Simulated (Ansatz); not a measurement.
# ClH₃NOSTa: how energies converge with the basis set

An exercise on one series of results from a longer session: the logs are not shown, and one member is left open.

Method: one geometry, several basis sets; program: Ansatz 0.2.0, Gaussian basis.

The runs, in order: PBE0-D4/def2-SVP; ωB97M-V/def2-SVP; PBE0-D4/def2-QZVPP; ωB97M-V/def2-QZVPP; the functionals' def2-TZVPP values are taken from earlier runs.

## The geometry

An earlier PBE0-D4 in a triple-zeta def2 set relaxation fixed the geometry. Ta takes the def2 core potential; no spin-orbit term is included.

SMILES `[NH2][Ta]([OH])(=[S])[Cl]`, 8 atoms, charge 0, spin multiplicity 1.

Atoms are counted from 1 here; the program's logs count them from 0.

Bond lengths: N1–Ta2 1.955 Å, N1–H6 1.011 Å, N1–H7 1.009 Å, Ta2–O3 1.886 Å, Ta2–S4 2.157 Å, Ta2–Cl5 2.308 Å, O3–H8 0.958 Å. Angles: Ta2–N1–H6 123.3°, Ta2–N1–H7 125.7°, H6–N1–H7 110.8°, N1–Ta2–O3 108.8°, N1–Ta2–S4 106.1°, N1–Ta2–Cl5 110.1°, O3–Ta2–S4 111.8°, O3–Ta2–Cl5 108.8°, S4–Ta2–Cl5 111.2°, Ta2–O3–H8 132.4°.

Set-up of the first run:

The input, in.yaml:

```yaml
crystal:
  periodic: [false, false, false]
  atoms:
    - {symbol: N, position_ang: [-0.817838, 1.233075, -0.062547]}
    - {symbol: Ta, position_ang: [0.444220, -0.225766, 0.256569]}
    - {symbol: O, position_ang: [0.332071, -1.451162, -1.172611]}
    - {symbol: S, position_ang: [-0.141051, -1.122235, 2.129620]}
    - {symbol: Cl, position_ang: [2.597576, 0.599407, 0.361678]}
    - {symbol: H, position_ang: [-0.895008, 1.717765, -0.946855]}
    - {symbol: H, position_ang: [-1.509948, 1.567129, 0.590866]}
    - {symbol: H, position_ang: [0.082279, -2.375312, -1.212520]}
basis:
  gaussian: {orbitals: def2-SVP}
hamiltonian: {xc: pbe0, dispersion: d4}
output: {orbitals: {seedname: orbitals}}
```

Steps of the session up to this table: PBE0-D4 in def2-SVP; ωB97M-V in def2-SVP; PBE0-D4 in def2-QZVPP; ωB97M-V in def2-QZVPP.

One table of the session follows, with a row left open; its other results are not shown here.

It belongs to the step «Density functionals: the series». 

| functional | basis | HOMO (eV) | LUMO (eV) |
| --- | --- | --- | --- |
| PBE0-D4 | def2-SVP | -7.63 | -1.59 |
| PBE0-D4 | def2-TZVPP | -7.61 | -1.63 |
| PBE0-D4 | def2-QZVPP | -7.64 | -1.69 |
| ωB97M-V | def2-SVP | -9.67 | 0.54 |
| ωB97M-V | def2-TZVPP | -9.69 | 0.46 |
| ωB97M-V | def2-QZVPP | ? | ? |

Estimate the missing values for ωB97M-V, def2-QZVPP.

As computed: HOMO (eV): -9.73; LUMO (eV): 0.36. In the column «HOMO (eV)» it is the lowest.
